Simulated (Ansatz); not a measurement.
# CH4Cl3Ga: the cost of one run

Method: RKS r2SCANh-D4/def2-SVP, in Ansatz 0.2.0.

### Step 1. The starting structure

Bond lengths: Ga1–C2 2.307 Å, Ga1–Cl3 2.077 Å, Ga1–Cl4 2.077 Å, Ga1–Cl6 2.613 Å, C2–H7 1.093 Å, C2–H8 1.094 Å, C2–H9 1.094 Å. Angles: Ga1–C2–H7 150.2°, Ga1–C2–H8 90.2°, Ga1–C2–H9 91.6°, H7–C2–H8 105.6°, H7–C2–H9 105.9°, H8–C2–H9 110.1°, C2–Ga1–Cl3 110.7°, C2–Ga1–Cl4 110.7°, C2–Ga1–Cl6 79.3°, Cl3–Ga1–Cl4 125.8°, Cl3–Ga1–Cl6 110.3°, Cl4–Ga1–Cl6 110.4°.

Structure file:

```xyz
9

Ga   -0.2280   -1.1294    0.3917
C    -0.1826    1.0414   -0.3885
Cl   -0.7118   -2.4495   -1.1370
Cl   -0.9641   -1.1951    2.3323
H     0.9807    0.3485   -0.0608
Cl    2.3433   -0.6628    0.4076
H     0.3791    1.9255   -0.7022
H    -0.7742    0.7449   -1.2599
H    -0.8424    1.3765    0.4169
```

### Step 2. A restrained relaxation towards end A

Springs on the bonds that form and break draw the guess towards this end; the thresholds are loose.

input.yaml reads:

```yaml
crystal:
  periodic: [false, false, false]
  atoms:
    - { symbol: Ga, position_ang: [-0.228, -1.1294, 0.3917] }
    - { symbol: C, position_ang: [-0.1826, 1.0414, -0.3885] }
    - { symbol: Cl, position_ang: [-0.7118, -2.4495, -1.137] }
    - { symbol: Cl, position_ang: [-0.9641, -1.1951, 2.3323] }
    - { symbol: H, position_ang: [0.9807, 0.3485, -0.0608] }
    - { symbol: Cl, position_ang: [2.3433, -0.6628, 0.4076] }
    - { symbol: H, position_ang: [0.3791, 1.9255, -0.7022] }
    - { symbol: H, position_ang: [-0.7742, 0.7449, -1.2599] }
    - { symbol: H, position_ang: [-0.8424, 1.3765, 0.4169] }
basis:
  gaussian: { orbitals: def2-SVP }
hamiltonian:
  xc: r2scanh
  dispersion: d4
relax:
  f_tol: 0.15
  max_steps: 25
  restrain:
    - { distance: [0, 5], at: 3.54, k: 30.0 }
    - { distance: [4, 1], at: 2.37, k: 30.0 }
    - { distance: [0, 1], at: 1.98, k: 30.0 }
    - { distance: [4, 5], at: 1.33, k: 30.0 }
```

On the command line:

```bash
$ ansatz run input.yaml --threads 4 --pin off --max-ram 5120MiB --backend cpu --events-out ev --progress --plain --runs-dir out
```

Q: Estimate wall time and peak memory on 4 threads of Arm Neoverse N1, shared host.

About 1.7 min, with a peak of 0.36 GiB.
